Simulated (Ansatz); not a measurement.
# B2AsN: the band gap up the ladder of functionals

One table from this session's results is given with a row withheld; the runs are named, their logs left out.

Code: Ansatz 0.2.0. PAW datasets, plane waves. The cell comes from a prototype generator: it can be a known phase or a hypothetical one. Spin polarisation is off.

## The cell

The cell was relaxed beforehand with r2SCAN.

It is tetragonal, I-42d (No. 122); a = 4.242 Å, c = 8.307 Å in the conventional setting, 9.34 Å³ an atom. Near N stand 4 B at 1.66 Å; near B stand 2 N at 1.66 Å and 2 As at 2.03 Å; near As stand 4 B at 2.03 Å.

The structure in full:

```cif
data_structure
_symmetry_space_group_name_H-M 'I-42d'
_symmetry_Int_Tables_number 122
_cell_length_a 4.2423
_cell_length_b 4.2423
_cell_length_c 8.3068
_cell_angle_alpha 90.000
_cell_angle_beta 90.000
_cell_angle_gamma 90.000
_cell_volume 149.50
loop_
_atom_site_label
_atom_site_type_symbol
_atom_site_symmetry_multiplicity
_atom_site_Wyckoff_symbol
_atom_site_fract_x
_atom_site_fract_y
_atom_site_fract_z
_atom_site_occupancy
N1 N 4 a 0.00000 0.50000 0.25000 1
B1 B 8 d 0.32513 0.75000 0.62500 1
As1 As 4 b 0.50000 0.00000 0.25000 1
```

The first run:

input.yaml reads:

```yaml
crystal:
  lattice:
    - [-2.1211533955, 2.1211533955, 4.1533937131]
    - [2.1211533955, -2.1211533955, 4.1533937131]
    - [2.1211533955, 2.1211533955, -4.1533937131]
  atoms:
    - { symbol: "N", position: [0.0, 0.0, 0.0] }
    - { symbol: B, position: [0.625, 0.7001349977, 0.5751349977] }
    - { symbol: "N", position: [0.25, 0.75, 0.5] }
    - { symbol: B, position: [0.9501349977, 0.375, 0.0751349977] }
    - { symbol: As, position: [0.5, 0.5, 0.0] }
    - { symbol: B, position: [0.125, 0.0498650023, 0.4248650023] }
    - { symbol: As, position: [0.75, 0.25, 0.5] }
    - { symbol: B, position: [0.2998650023, 0.875, -0.0751349977] }
kpoints:
  mp_grid: { grid: [8, 8, 8] }
  band_path:
    path:
      - [[0.0, 0.0, 0.0], [-1.082171264544e-17, 1.082171264544e-17, 0.5], [0.25, 0.25, 0.25], [3.743098954771e-18, 0.5, -3.743098954771e-18], [0.0, 0.0, 0.0], [0.5, 0.5, -0.5], [0.315204558609, 0.684795441391, -0.315204558609]]
      - [[-0.315204558609, 0.315204558609, 0.315204558609], [0.0, 0.0, 0.0]]
      - [[-1.082171264544e-17, 1.082171264544e-17, 0.5], [-0.1304091172181, 0.1304091172181, 0.5]]
      - [[0.5, 0.5, -0.1304091172181], [0.5, 0.5, -0.5]]
    npoints: 10
hamiltonian:
  xc: pbe
scf:
  occupations: { method: fermi_dirac, width: 0.02 }
  n_extra_bands: 6
output:
  forces: true
  stress: true
  eigenvalues: true
```

Launch:

```bash
ansatz run input.yaml --threads 4 --pin off --max-ram 6451MiB --backend cpu --events-out ev --progress --plain --runs-dir out
```

Steps of the session up to this table: Band structure with PBE; r2SCAN; HSE06; PBE+SOC at the same geometry; PBE0 at the same geometry.

One table of the session follows, with a row left open; its other results are not shown here.

| level | gap (eV) |
| --- | --- |
| PBE | 2.08 |
| r2SCAN | 2.41 |
| HSE06 | ? |
| PBE+SOC | 2.03 |
| PBE0 | 3.68 |

Q: Estimate the row for HSE06 from the others.

The run gave: gap (eV): 2.97. In the column «gap (eV)» it lies between r2SCAN (2.41) and PBE0 (3.68).

Meshes: PBE 8×8×8, r2SCAN 8×8×8, HSE06 6×6×6, PBE+SOC 8×8×8, PBE0 6×6×6

PBE reaches 70 % of the HSE06 value, and r2SCAN 81 %. PBE0 lies 0.71 eV above HSE06, which differs from it by screening the long-range exchange.

To keep in mind: Warnings in the runs' records: stress scf threshold loose, stress exchange threshold loose.
